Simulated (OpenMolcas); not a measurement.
# Ta⁴⁺ among point charges: CASSCF and CASPT2 levels and susceptibility

Aim: the splitting of the states of Ta⁴⁺ in the field of 6 point charges, its lowest levels with spin-orbit coupling and its magnetic susceptibility.

Method: state-averaged CASSCF and CASPT2, spin-orbit coupling by RASSI with atomic mean-field integrals. Code: OpenMolcas 26.06.

**1. What is computed**

| Quantity | Value |
| --- | --- |
| Species | Ta⁴⁺ (tantalum, Z = 73, 69 electrons) |
| Basis | ANO-RCC-VTZP [8s7p5d3f2g1h], 104 functions |
| Scalar Hamiltonian | DKH2, point nucleus |
| Inactive shells | 1s 2s 2p 3s 3p 3d 4s 4p 4d 4f 5s 5p |
| Active space | 1 electron in 5 orbitals (5d) |
| Some configurations of this space | 5d |
| Orbitals | optimised for each spin and parity, averaged over all roots |

The outer shells:

5d
```
5d [↑ ][  ][  ][  ][  ]
```

The ion sits among 6 point charges of -0.85 e arranged as a tetragonal octahedron (D4h), 2.08 Å from the ion, with the axial distance 2.059 Å.

Each step is its own input file, run in one work folder so that later steps find the files of earlier ones. Labels, J, g values, rates, χT and fits are worked out afterwards by a script from the matrices that RASSI stores. The input lists half of the charges; inversion (Group=XYZ) makes the rest.

**2. One- and two-electron integrals**

The input, a.inp:

```
&GATEWAY
Coord
1

Ta 0.0 0.0 0.0
Basis=ANO-RCC-VTZP
Group=XYZ
NoMove
AngMom=0.0 0.0 0.0
AMFI
XField
3 Angstrom 0
2.080000 0.000000 0.000000 -0.850000
0.000000 2.080000 0.000000 -0.850000
0.000000 0.000000 2.059200 -0.850000
&SEWARD
```

The run is started by

```console
$ OMP_NUM_THREADS=1 MOLCAS_MEM=1689 MOLCAS_PROJECT=a pymolcas a.inp > a.log
```

**3. Reference wave functions, doublets of even parity, 5 roots**

The input, a.inp:

```
&RASSCF
FileOrb=start.orb
Symmetry=1
Spin=2
nActEl=1 0 0
Inactive=15 19
Ras2=5 0
CIRoot=5 5 1
SDav=5
CIMx=300
Iter=120 100
PrWF=0.3
OrbListing=Nothing
MaxOrb=0
>>> COPY $Project.JobIph JOB001
```

start.orb holds the contracted functions of the basis, ordered by shell, or the orbitals of the step before.

**4. RASSI: spin-orbit coupling between the states**

The input, a.inp:

```
&RASSI
NrOfJobIphs=1 5
1 2 3 4 5
IphNames
JOB001
EJob
SpinOrbit
DIPRint=1.0
SOCoupling=1000.0
Subsets=2
Property=9
'ANGMOM' 1 'ANGMOM' 2 'ANGMOM' 3 'MLTPL  1' 1 'MLTPL  1' 2 'MLTPL  1' 3
'AMFI' 1 'AMFI' 2 'AMFI' 3
SOProperty=3
'ANGMOM' 1 'ANGMOM' 2 'ANGMOM' 3
```

**5. CASPT2: IPEA 0.25, imaginary shift 0.1 (closed shells correlated: 4f 5s 5p)**

The input, a.inp:

```
>>> COPY JOB001 $Project.JobIph
&CASPT2
Multistate=5 1 2 3 4 5
NoMult
Frozen=14 9
IPEA=0.25
Imaginary=0.1
MaxIter=60
WThr=0.0 0.3 0.05
PrWF=0.5
NoMix
```

(Steps that only read results are left out.)

Q: Predict the outcome of this session. Wanted: spin-free ground state; first state of the same spin within the active space; lowest level; next level.

**Answer**, as computed:

| quantity | value |
| --- | --- |
| method | SS-CASPT2, IPEA 0.25, imaginary shift 0.1 (closed shells correlated: 4f 5s 5p) |
| spin-free ground state | 2B2, 1-fold in its orbital part |
| first state of the same spin within the active space | 2E at 170 cm⁻¹ |
| lowest level | 2-fold E3/2, g = 0.32, 0.32, 1.86 |
| next level | 146.7 cm⁻¹ |
| χT at 300 K | 0.19 cm³ K/mol |
| effective moment at 300 K | 1.23 μB |

Cost by method:

```csv
method,time of its own steps,time with the reference
A. CASSCF,3.7 s,3.7 s
"B. SS-CASPT2, IPEA 0.25, imaginary shift 0.1, +4f 5s 5p",3.6 s,7.3 s
```

Times are of one thread on a shared host.

In words: The spin-free ground state (2B2) comes to 100 % from free-ion D terms and keeps the highest spin of the shell. χT at 300 K is 0.19, against 0.38 cm³ K/mol for the spin alone, so orbital moment lowers it. The field of point charges can differ much from that of real complexes. This is an electrostatic model: the charges have no orbitals.
